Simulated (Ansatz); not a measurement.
This script drives Ansatz 0.2.0 through its Python package.

The script, `c3h6aln.py`:
```python
# -*- coding: utf-8 -*-
"""Minimum-energy structure of C3H6AlN."""

import itertools

import ansatz
from ase.data import atomic_numbers, covalent_radii
import numpy as np

GEOMETRY = """
N     0.11230    2.86120    0.94450
C     0.80370    2.08250    0.28410
Al    0.20970    0.22330   -0.06690
C    -0.86410   -1.36040    0.00510
C     0.36840   -1.64390   -0.75330
H    -0.85630    2.63810    1.29890
H     1.79730    2.41680   -0.08510
H    -1.79460   -1.32630   -0.65400
H    -1.00750   -1.87210    1.02980
H     0.24350   -1.76480   -1.80750
H     1.05290   -2.31140   -0.17490
"""

geometry = ansatz.Crystal.molecule()
for line in GEOMETRY.strip().splitlines():
    symbol, *xyz = line.split()
    geometry = geometry.atom(symbol, [float(v) for v in xyz])

job = (
    geometry.calculation()
    .basis(gaussian="def2-SVP")
    .functional("r2scan")
)
symbols = [site.symbol for site in geometry.cartesian_sites]
start = np.array([site.position_ang for site in geometry.cartesian_sites], dtype=float)
def progress(event):
    if event["event"] == "relax_step":
        row = event["data"]
        print(f"step {row['step']:3d}  E = {row['lagrangian_ev']:.6f} eV  largest force component {row['allowed_force_max_ev_ang']:.4f} eV/A")


summary = job.relax(force_tolerance=0.02).session().plan().execute(on_event=progress).report
end = np.array(summary["positions_ang"])

for key in ("converged", "free_energy_ev", "reference_energy_ev", "n_frozen", "n_occupied", "n_virtual"):
    print(f"{key:22s} {summary[key]}")

# pairs closer than 1.2 times the sum of covalent radii, before or after
radius = [covalent_radii[atomic_numbers[s]] for s in symbols]
span = lambda where, i, j: np.linalg.norm(where[i] - where[j])
bonded = [(i, j) for i, j in itertools.combinations(range(len(symbols)), 2) if min(span(start, i, j), span(end, i, j)) < 1.2 * (radius[i] + radius[j])]
print("pair        before    after (A)")
for i, j in bonded:
    print(f"{symbols[i]}{i}-{symbols[j]}{j}".ljust(10), f"{span(start, i, j):8.4f} {span(end, i, j):8.4f}")

charges = summary["charge_distribution"]
print("dipole moment", round(4.803205 * float(np.linalg.norm(charges["dipole_moment_e_ang"])), 3), "D")
print("Mulliken:", [(s, round(q, 3)) for s, q in zip(symbols, charges["mulliken_charges_e"])])
```

It is started by `python c3h6aln.py`. How long does it take on 1 thread of Arm Neoverse N1, with other jobs on the host, and how much memory does it need?

It took about 2.4 min, with a peak of 0.23 GiB, for 1 run of the engine.

```console
$ python c3h6aln.py
step   1  E = -11283.194197 eV  largest force component 3.3210 eV/A
step   2  E = -11283.660178 eV  largest force component 1.3961 eV/A
step   3  E = -11283.594103 eV  largest force component 2.2788 eV/A
step   4  E = -11283.788875 eV  largest force component 1.0592 eV/A
step   5  E = -11283.810728 eV  largest force component 0.3244 eV/A
step   6  E = -11283.811485 eV  largest force component 0.2862 eV/A
step   7  E = -11283.823276 eV  largest force component 0.0780 eV/A
step   8  E = -11283.824128 eV  largest force component 0.0515 eV/A
step   9  E = -11283.824873 eV  largest force component 0.0403 eV/A
step  10  E = -11283.824907 eV  largest force component 0.0424 eV/A
step  11  E = -11283.825103 eV  largest force component 0.0301 eV/A
step  12  E = -11283.825138 eV  largest force component 0.0089 eV/A
converged              True
free_energy_ev         -11283.82514893382
reference_energy_ev    -11283.82514893382
n_frozen               0
n_occupied             [22, 22]
n_virtual              [82, 82]
pair        before    after (A)
N0-C1        1.2331   1.2832
N0-H5        1.0553   1.0313
C1-Al2       1.9831   1.9918
C1-H6        1.1114   1.1099
Al2-C3       1.9148   1.9182
Al2-C4       1.9957   1.9178
C3-C4        1.4747   1.5907
C3-H7        1.1408   1.1006
C3-H8        1.1543   1.1005
C4-H9        1.0684   1.1003
C4-H10       1.1174   1.1004
dipole moment 0.658 D
Mulliken: [('N', -0.137), ('C', -0.297), ('Al', 0.644), ('C', -0.357), ('C', -0.345), ('H', 0.127), ('H', 0.073), ('H', 0.072), ('H', 0.072), ('H', 0.074), ('H', 0.074)]
```

Total energies depend on the basis set; only differences at equal settings carry meaning. The end point is the stationary point reached from this start; no frequency run checks that it is a minimum, and the basis set is modest.
